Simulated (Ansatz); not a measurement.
# SiO2 (silicon dioxide molecule) at FCI/STO-3G

What is the electronic atomisation energy of SiO2 (silicon dioxide molecule) at FCI/STO-3G? 

The results are computed with Ansatz 0.2.0.

37 further runs of the same task are left out: 8 that didn't finish, 29 set aside as unsound or not needed.

## (1) The system as given

SiO2: 3 atoms, total charge 0, spin state singlet. SMILES: `O=[Si]=O`. Geometry: relaxed at GFN2-xTB.

Bond lengths: O1–Si2 1.491 Å, Si2–O3 1.491 Å. Angles: O1–Si2–O3 179.9°.

## (2) The energy at FCI/STO-3G

File run.yaml:

```yaml
crystal:
  periodic: [false, false, false]
  atoms:
    - {symbol: O, position_ang: [0.691230, 1.217290, 0.513740]}
    - {symbol: Si, position_ang: [-0.000730, 0.000440, -0.000160]}
    - {symbol: O, position_ang: [-0.690510, -1.217740, -0.513580]}
basis:
  gaussian:
    orbitals: STO-3G
accuracy: high
correlation:
  method: fci
  frozen_orbitals: {O: 1, Si: 5}
```

On the command line:

```
ansatz run run.yaml --threads 1 --pin off --max-ram 2610MiB --events-out events.jsonl --progress --plain --runs-dir runs
```

The log of the run:

```text
Warning: RAYON_NUM_THREADS=1 ignored (pool sized by the plan → 1); use --threads N
Functional definition: HF
  name "HF"
  exchange = exact_x
  correlation = 0
324 factors; integrals over basis functions are off by at most 2.5e-8 eV
mean field evaluation 1: about -11780.0101 eV, gradient 4.0e1 eV
mean field evaluation 2: about -11780.0405 eV, gradient 4.0e1 eV
mean field evaluation 4: about -11786.1708 eV, gradient 9.3e-1 eV
mean field evaluation 8: about -11786.1740 eV, gradient 2.2e-2 eV
mean field -11786.17396341 eV, -433.1339041998 hartree, gradient 1.2e-8 eV, S^2 0.000000; 0 other end points of the search recorded, 0 dependent functions left out
7 core orbitals not correlated: weight in the atoms' cores, before any rotation towards them, 1.000 or more for the frozen orbitals, at most 0.000 for the correlated occupied ones
reference -11786.17396341 eV, -433.1339041998 hartree; 8, 8 occupied and 4, 4 virtual orbitals, 324 factors
state -11792.25692648 eV, -433.3574489691 hartree
Total energy: -11792.25692648 eV, -433.3574489691 hartree
```

It took 0.97 s on 1 thread of AMD EPYC 7R43 (Zen 3), shared host.

## (3) The O atom, same level

File run.yaml:

```yaml
basis:
  gaussian:
    orbitals: STO-3G
crystal:
  periodic: [false, false, false]
  atoms:
    - symbol: O
      position_ang: [0.000000, 0.000000, 0.000000]
total_charge: 0
magnetization:
  spin_polarized: true
  initial_magnetization: 2
correlation:
  method: fci
  frozen_orbitals: {O: 1}
accuracy: high
```

On the command line:

```
ansatz run run.yaml --threads 1 --pin off --max-ram 2610MiB --events-out events.jsonl --progress --plain --runs-dir runs
```

The log of the run:

```text
Warning: RAYON_NUM_THREADS=1 ignored (pool sized by the plan → 1); use --threads N
[... 4 set-up lines as earlier in the session ...]
15 factors; integrals over basis functions are off by at most 1.1e-9 eV
mean field evaluation 1: about -2008.3132 eV, gradient 1.7e-14 eV
mean field evaluation 2: about -2008.3132 eV, gradient 0.0e0 eV
mean field -2008.31323932 eV, -73.8041502613 hartree, gradient 0.0e0 eV, S^2 2.000000; 2 other end points of the search recorded, 0 dependent functions left out
mean field evaluation 4: about -2008.3132 eV, gradient 2.1e-12 eV
1 core orbitals not correlated: weight in the atoms' cores, before any rotation towards them, 1.000 or more for the frozen orbitals, at most 0.000 for the correlated occupied ones
reference -2008.31323932 eV, -73.8041502613 hartree; 4, 2 occupied and 0, 2 virtual orbitals, 15 factors
state -2008.31323932 eV, -73.8041502613 hartree
Total energy: -2008.31323932 eV, -73.8041502613 hartree
```

It took 0.06 s on 1 thread of AMD EPYC 7R43 (Zen 3), shared host.

## (4) The Si atom

File in.yaml:

```yaml
basis:
  gaussian:
    orbitals: STO-3G
crystal:
  periodic: [false, false, false]
  atoms:
    - symbol: Si
      position_ang: [0.000000, 0.000000, 0.000000]
magnetization:
  spin_polarized: true
  initial_magnetization: 2
correlation:
  method: fci
  frozen_orbitals: {Si: 5}
accuracy: high
```

On the command line:

```
ansatz run in.yaml --threads 1 --pin off --max-ram 2610MiB --events-out events.jsonl --progress --plain --runs-dir runs
```

The log of the run:

```text
Warning: RAYON_NUM_THREADS=1 ignored (pool sized by the plan → 1); use --threads N
[... 4 set-up lines as earlier in the session ...]
42 factors; integrals over basis functions are off by at most 1.8e-9 eV
mean field evaluation 1: about -7767.9286 eV, gradient 9.3e-1 eV
mean field evaluation 2: about -7767.9294 eV, gradient 9.3e-1 eV
mean field evaluation 4: about -7767.9315 eV, gradient 4.9e-6 eV
mean field evaluation 8: about -7767.9253 eV, gradient 1.5e0 eV
mean field evaluation 16: about -7767.9315 eV, gradient 4.8e-4 eV
mean field -7767.93148641 eV, -285.4662168327 hartree, gradient 2.1e-9 eV, S^2 2.000003; 3 other end points of the search recorded, 0 dependent functions left out
5 core orbitals not correlated: weight in the atoms' cores, before any rotation towards them, 1.000 or more for the frozen orbitals, at most 0.000 for the correlated occupied ones
reference -7767.93133238 eV, -285.4662111720 hartree; 3, 1 occupied and 1, 3 virtual orbitals, 42 factors
state -7768.29631240 eV, -285.4796239404 hartree
Total energy: -7768.29631240 eV, -285.4796239404 hartree
```

Run time: 0.08 s. Hardware: 1 thread of AMD EPYC 7R43 (Zen 3), shared host.

## (5) Summary of results

At FCI/STO-3G, 7 core orbitals frozen:

| quantity | value |
| --- | --- |
| molecule: total energy | -433.35745 Eh |
| molecule: correlation energy (7 core orbitals frozen) | -223.5 mEh |
| O atom: total energy | -73.80415 Eh |
| O atom: correlation energy (1 core orbital frozen) | 0.0 mEh |
| Si atom: total energy | -285.47962 Eh |
| Si atom: correlation energy (5 core orbitals frozen) | -13.4 mEh |
| electronic atomisation energy | 7.334 eV |

What this shows: Taking the molecule apart into free atoms costs 7.33 eV (708 kJ/mol), before zero-point energy and without spin-orbit coupling. In a minimal basis such a difference can be off by several eV, whatever the method.
